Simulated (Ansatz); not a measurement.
# FGaH7NO: the cost of one run

Method: RKS PBE/def2-SVP, in Ansatz 0.2.0.

## (1) The structure to begin with

Bond lengths: Ga1–O2 2.193 Å, Ga1–H3 1.546 Å, Ga1–H4 1.538 Å, Ga1–N6 2.251 Å, O2–H9 0.955 Å, N6–H10 1.015 Å, N6–H11 1.015 Å. Angles: Ga1–O2–H9 129.8°, O2–Ga1–H3 106.5°, O2–Ga1–H4 103.6°, O2–Ga1–N6 94.0°, H3–Ga1–H4 127.4°, H3–Ga1–N6 110.1°, H4–Ga1–N6 109.7°, Ga1–N6–H10 116.7°, Ga1–N6–H11 117.6°, H10–N6–H11 107.9°.

As a file:

```xyz
11

Ga   -0.7179    0.6309   -0.9914
O     1.4390    0.8291   -0.6475
H    -0.8823   -0.1648   -2.3069
H    -1.2638    2.0338   -0.6747
H     0.2246   -0.7480    1.2193
N    -1.0360   -0.7246    0.7778
H     1.5889    0.1246    0.3998
F     1.4162   -0.5986    1.3459
H     2.1696    0.6662   -1.2405
H    -1.6204   -0.3666    1.5264
H    -1.3179   -1.6820    0.5917
```

## (2) Pulling towards end A

Springs on the bonds that form and break draw the guess towards this end; the thresholds are loose.

Input file input.yaml:

```yaml
crystal:
  periodic: [false, false, false]
  atoms:
    - { symbol: Ga, position_ang: [-0.7179, 0.6309, -0.9914] }
    - { symbol: O, position_ang: [1.439, 0.8291, -0.6475] }
    - { symbol: H, position_ang: [-0.8823, -0.1648, -2.3069] }
    - { symbol: H, position_ang: [-1.2638, 2.0338, -0.6747] }
    - { symbol: H, position_ang: [0.2246, -0.748, 1.2193] }
    - { symbol: "N", position_ang: [-1.036, -0.7246, 0.7778] }
    - { symbol: H, position_ang: [1.5889, 0.1246, 0.3998] }
    - { symbol: F, position_ang: [1.4162, -0.5986, 1.3459] }
    - { symbol: H, position_ang: [2.1696, 0.6662, -1.2405] }
    - { symbol: H, position_ang: [-1.6204, -0.3666, 1.5264] }
    - { symbol: H, position_ang: [-1.3179, -1.682, 0.5917] }
basis:
  gaussian: { orbitals: def2-SVP }
hamiltonian:
  xc: pbe
relax:
  f_tol: 0.15
  max_steps: 25
  restrain:
    - { distance: [0, 5], at: 3.23, k: 30.0 }
    - { distance: [4, 7], at: 2.18, k: 30.0 }
    - { distance: [6, 1], at: 2.27, k: 30.0 }
    - { distance: [0, 1], at: 1.88, k: 30.0 }
    - { distance: [4, 5], at: 1.02, k: 30.0 }
    - { distance: [6, 7], at: 0.88, k: 30.0 }
output:
  orbitals: {}
```

Started as:

```bash
$ ansatz run input.yaml --threads 2 --pin off --max-ram 3072MiB --backend cpu --events-out ev --progress --plain --runs-dir out
```

Q: Estimate wall time and peak memory on 2 threads of AMD EPYC 7B13 (Zen 3), shared host.

About 20 s, with a peak of 0.17 GiB.
